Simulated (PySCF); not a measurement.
# [Ce(SH)4]−: other functionals and bases at one geometry

An exercise on one series of results from a longer session: the logs are not shown, and one member is left open.

The runs use PySCF 2.14.0; several levels, as the steps say, no spin–orbit coupling.

1 further run of the same task is left out (for a known fault of the program).

**Where the work starts**

9 atoms, charge -1, spin multiplicity 1.

Bond lengths: Ce1–S2 2.774 Å, Ce1–S4 2.774 Å, Ce1–S6 2.774 Å, Ce1–S8 2.774 Å, S2–H3 1.355 Å, S4–H5 1.355 Å, S6–H7 1.355 Å, S8–H9 1.355 Å. Angles: S2–Ce1–S4 111.2°, S2–Ce1–S6 108.6°, S2–Ce1–S8 108.6°, S4–Ce1–S6 108.6°, S4–Ce1–S8 108.6°, S6–Ce1–S8 111.2°, Ce1–S2–H3 89.6°, Ce1–S4–H5 89.6°, Ce1–S6–H7 89.6°, Ce1–S8–H9 89.6°.

Coordinates:

```xyz
9

Ce    0.00000    0.00000    0.00023
S     1.74665    1.47857    1.56724
H     2.77780    1.06977    0.78839
S    -1.74665   -1.47857    1.56724
H    -2.77780   -1.06977    0.78839
S     1.47854   -1.74663   -1.56687
H     1.06917   -2.77752   -0.78888
S    -1.47854    1.74663   -1.56687
H    -1.06917    2.77752   -0.78888
```

Formal oxidation states: Ce +3. Each metal's 1 4f electrons lie in its core potential, so multiplicities, spins and levels count the valence alone. An earlier session relaxed this geometry at PBE0, Ce lcecp-1-SVP with ECP47, S def2-SVP, H def2-SVP (singlet, point group S4).

At PBE0 on the finer grid: E = -1626.649531 Eh, HOMO -3.10 eV, LUMO 2.71 eV, Mulliken charge on Ce1 +0.65 e, largest force component 0.016 eV/Å. 

Levels to run: BLYP; M06-L; PBE0, TZVP. Hardware: 2 threads of Arm Neoverse V1, shared host.

Set-up of the first run:

The input, run.py (the lines that set the calculation):

```python
mol = gto.M(atom='''
Ce     0.00000     0.00000     0.00023
S      1.74665     1.47857     1.56724
H      2.77780     1.06977     0.78839
S     -1.74665    -1.47857     1.56724
H     -2.77780    -1.06977     0.78839
S      1.47854    -1.74663    -1.56687
H      1.06917    -2.77752    -0.78888
S     -1.47854     1.74663    -1.56687
H     -1.06917     2.77752    -0.78888''',
    basis={'Ce': 'lcecp-1-SVP', 'S': 'def2-SVP', 'H': 'def2-SVP'},
    ecp={'Ce': 'lcecp-1-SVP'},
    charge=-1, spin=0)
mf = dft.RKS(mol, xc='BLYP')
mf.grids.atom_grid = (75, 302)  # f atoms: unpruned, at least (60, 302)
mf = mf.density_fit()  # fitting sets: Ce AutoAux, S def2-universal-JKFIT, H def2-universal-JKFIT
mf.conv_tol = 1e-08; mf.max_cycle = 55
mf.kernel(dm0)  # dm0: the density of the relaxed state
```

Run with:

```console
OMP_NUM_THREADS=2 python run.py
```

Steps of the session up to this table: BLYP; M06-L; PBE0, TZVP.

One table of the session follows, with a row left open; its other results are not shown here.

```
              level  HOMO (eV)  gap (eV)  charge on Ce1 (e)  largest force component (eV/Å)
PBE0 (relaxed here)      -3.10      5.81               0.65                            0.02
               BLYP      -1.61      3.85               0.39                            0.35
              M06-L          ?         ?                  ?                               ?
         PBE0, TZVP      -3.33      5.90               1.21                            0.19
```

Estimate the missing values for M06-L.

**Answer.** HOMO (eV): -2.10; gap (eV): 4.79; charge on Ce1 (e): 0.90; largest force component (eV/Å): 0.22. In the column «HOMO (eV)» it lies between PBE0 (relaxed here) (-3.10) and BLYP (-1.61).

In one basis the HOMO–LUMO gap runs from 3.85 eV (BLYP) to 5.81 eV (PBE0). The largest leftover force, 0.35 eV/Å with BLYP, stands at a geometry relaxed at another level. With 4f in the core, its levels are missing from HOMO and gap, and its count is fixed, so no charge can pass from the ligands into it. Total energies of different levels can't be compared.
